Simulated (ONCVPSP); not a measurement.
# Pseudopotential generation for chlorine: ONCV, PBE

Aim: build the potential from the settings below, then test how well it stands in for the atom: other configurations, scattering, ghost states and the plane-wave cutoff that it needs.

Program: ONCVPSP 4.0.1.1 (patched build). Reference atom: PBE, scalar-relativistic, spherical and spin-unpolarised. All values are calculated.

### 1 Settings

The settings as typed:

```
element                 : chlorine (Cl, Z = 17)
type                    : optimised norm-conserving Vanderbilt (ONCV)
frozen core             : [Ne]
valence charge          : 7
reference configuration : 3s1.5 3p5.5
partial waves           : 3s: rc 1.10 bohr, ncon 4, nbas 8, qcut 6.9 1/bohr, 2 projectors, debl 3.4 Ha; 3p: rc 1.40 bohr, ncon 3, nbas 8, qcut 5.3 1/bohr, 1 projector; d scattering state at 0.15 Ha: rc 1.20 bohr, ncon 3, nbas 6, qcut 7.9 1/bohr, 1 projector
local potential         : polynomial inside 0.80 bohr (lpopt 5, dvloc0 0 Ha)
core correction         : polynomial model core, fcfact 0.55
```

The nodes and maxima of the atom's own shells, from an earlier all-electron run, set the scale for the radii.

All-electron outer shells of the reference configuration (PBE, scalar-relativistic, ld1.x):

```csv
shell,level (eV),outermost node (bohr),outermost maximum (bohr)
2s,-253.39,0.12,0.36
2p,-192.31,–,0.30
3s,-21.02,0.55,1.27
3p,-8.87,0.53,1.43
```

### 2 The generation run

Input file Cl.dat:

```
# ATOM AND REFERENCE CONFIGURATION
# atsym  z   nc   nv     iexc    psfile
  Cl 17.00    3    2        4      upf
#
#   n    l    f
    1    0    2.00
    2    0    2.00
    2    1    6.00
    3    0    1.50
    3    1    5.50
#
# PSEUDOPOTENTIAL AND OPTIMIZATION
# lmax
    2
#
#   l,   rc,      ep,       ncon, nbas, qcut
    0    1.10    0.00    4    8    6.90
    1    1.40    0.00    3    8    5.30
    2    1.20    0.15    3    6    7.90
#
# LOCAL POTENTIAL
# lloc, lpopt,  rc(5),   dvloc0
    4    5    0.80    0.00
#
# VANDERBILT-KLEINMAN-BYLANDER PROJECTORs
# l, nproj, debl
    0    2    3.40
    1    1    3.60
    2    1    2.10
#
# MODEL CORE CHARGE
# icmod, fcfact, rcfact
    1    0.55    0.00
#
# LOG DERIVATIVE ANALYSIS
# epsh1, epsh2, depsh
   -2.00    5.00    0.02
#
# OUTPUT GRID
# rlmax, drl
    6.00    0.01
#
# TEST CONFIGURATIONS
# ncnf
    4
# nvcnf
#   n    l    f
    2
    3    0    2.00
    3    1    5.00
#
    2
    3    0    2.00
    3    1    4.00
#
    2
    3    0    2.00
    3    1    3.00
#
    2
    3    0    1.00
    3    1    5.00
#
```

The run is started by

```bash
$ oncvpsp.x < Cl.dat > Cl.out
```

Q: Predict the outcome of this session. Wanted: cutoffs for 1 and 0.1 mHa per electron, occupied waves; bound ghosts; GHOST(+) flags; largest test error; largest phase difference near zero energy, channels read; rms error of d²Exc/dn², without and with the model core.

As calculated:

| quantity | value |
| --- | --- |
| cutoffs for 1 and 0.1 mHa per electron, occupied waves | 16 Ha and 128 Ha |
| bound ghosts | s at -208.61 eV |
| GHOST(+) flags | none at low energy |
| largest test error (AE − PS) | +24 meV, for 3s2 3p3 |
| largest phase difference near zero energy, channels read | 0.004 rad |
| rms error of d²Exc/dn², without and with the model core | 1.54 and 0.38 mHa |

**Reading.** It has a bound ghost (s), a state that the atom doesn't have, and that rules the file out. The worst unpolarised test, 3s2 3p3, is off by 24 meV on 33.3 eV; by total energies transferability rates as good. Atomic tests can pass in spite of a ghost, since they solve only for the levels asked. The potential is soft on the atom at that tolerance: the looser tolerance needs 16 Ha. The tighter tolerance needs 128 Ha, and converged work needs a cutoff nearer that. At the looser tolerance the 3s wave is the slowest; 3p needs 7 Ha. That counts occupied waves only; other projectors can need more. Near zero energy the phases of the channels with partial waves agree within 0.004 rad.
